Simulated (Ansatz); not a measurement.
# GaAs+ (doublet): wave-function methods side by side at distance Ga1–As2 = 2.585 Å, cc-pVDZ

An exercise on one series of results from a longer session: the logs are not shown, and one member is left open.

Method: cc-pVDZ, core rule «outside noble gas», up to 28 orbitals frozen; program: Ansatz 0.2.0, Gaussian basis.

Plan: UHF; CCSD(T) on ROHF; CCSD(T) on UHF; BCCD(T) on ROHF; CISD as a restricted active space (open shells left free, so some higher excitations enter); CCSDT(Q) on ROHF; CCSDT(Q) on UHF; CASSCF and MRCISD+Q, 3 electrons in 3 orbitals; CASSCF and NEVPT2, 3 electrons in 3 orbitals; CASSCF and MRCISD+Q, 7 electrons in 8 orbitals; CASSCF and NEVPT2, 7 electrons in 8 orbitals; Full CI; Full CI in the symmetry of the determinant.

25 further runs of the same task are left out: 2 for a known fault of the program, 20 that didn't finish, 3 set aside as unsound or not needed. Runs told in other sessions of the task aren't counted.

## The geometry

The geometry derives from a PBE0/def2-TZVP stationary point (not a proven minimum). One bond is set to the value named and the two fragments are kept rigid. No spin-orbit coupling is included. The filled d shell of Ga, As may be among the frozen orbitals whatever the setting's name suggests.

2 atoms, charge 1, spin multiplicity 2.

Atoms are counted from 1 here; the program's logs count them from 0.

Bond lengths: Ga1–As2 2.585 Å.

The first run:

Contents of in.yaml:

```yaml
crystal:
  periodic: [false, false, false]
  atoms:
    - {symbol: Ga, position_ang: [0.000000, 0.000000, 0.000000]}
    - {symbol: As, position_ang: [0.000000, 0.000000, 2.585100]}
basis:
  gaussian: {orbitals: cc-pVDZ}
total_charge: 1
magnetization: {spin_polarized: true, initial_magnetization: 1}
hamiltonian: {xc: hf}
output: {orbitals: {seedname: orbitals}}
```

Launch:

```bash
$ ansatz run in.yaml --threads 1 --pin off --events-out ev --progress --plain --max-ram 2393MiB
```

Among the steps run: UHF; CCSD(T) on ROHF; CCSD(T) on UHF; BCCD(T) on ROHF; CISD as a restricted active space (open shells left free, so some higher excitations enter); CCSDT(Q) on ROHF; CCSDT(Q) on UHF; CASSCF and MRCISD+Q, 3 electrons in 3 orbitals; CASSCF and NEVPT2, 3 electrons in 3 orbitals; CASSCF and MRCISD+Q, 7 electrons in 8 orbitals; CASSCF and NEVPT2, 7 electrons in 8 orbitals; Full CI; Full CI in the symmetry of the determinant.

One of the session's tables, all rows but one given; the rest of the session is left out.

| method | from FCI (meV) |
| --- | --- |
| CASSCF pair | +3358.8 |
| NEVPT2 pair | +751.1 |
| MRCISD pair | ? |
| MRCISD+Q pair | -38.4 |
| CASSCF valence | +2127.8 |
| NEVPT2 valence | +506.1 |
| MRCISD valence | +102.1 |
| MRCISD+Q valence | -9.7 |
| FCI | 0 |

**Question.** Estimate the row for MRCISD pair.

As computed: from FCI (meV): +290.6. In the column «from FCI (meV)» it lies between MRCISD valence (+102.1) and NEVPT2 valence (+506.1).

Left out of the table: ROHF, UHF, RMP2, UMP2, CISD, RCCSD, UCCSD, RCCSD(T), UCCSD(T), BCCD(T), RCCSDT, UCCSDT, RCCSDT(Q), UCCSDT(Q) (another determinant or state than the rows shown). UCCSDT(Q) lies 1.02 eV below the table's zero, so the state tabled may not be the lowest.

Caveats from the session: The determinant of HF (⟨S²⟩ 1.83) is far from a pure spin state, so its energy mixes those of several spin states; that is harmless only where they are near-degenerate. The determinant of CCSD(T) (⟨S²⟩ 1.83) is far from a pure spin state, so its energy mixes those of several spin states; high orders of coupled cluster remove much of that, low ones don't. The report flags that the cluster equations may have other roots. The determinant of CCSDT(Q) (⟨S²⟩ 1.83) is far from a pure spin state, so its energy mixes those of several spin states; high orders of coupled cluster remove much of that, low ones don't. MRCISD+Q pair, MRCISD+Q valence fall below full CI: the +Q correction isn't variational, and the cores differ from full CI's.
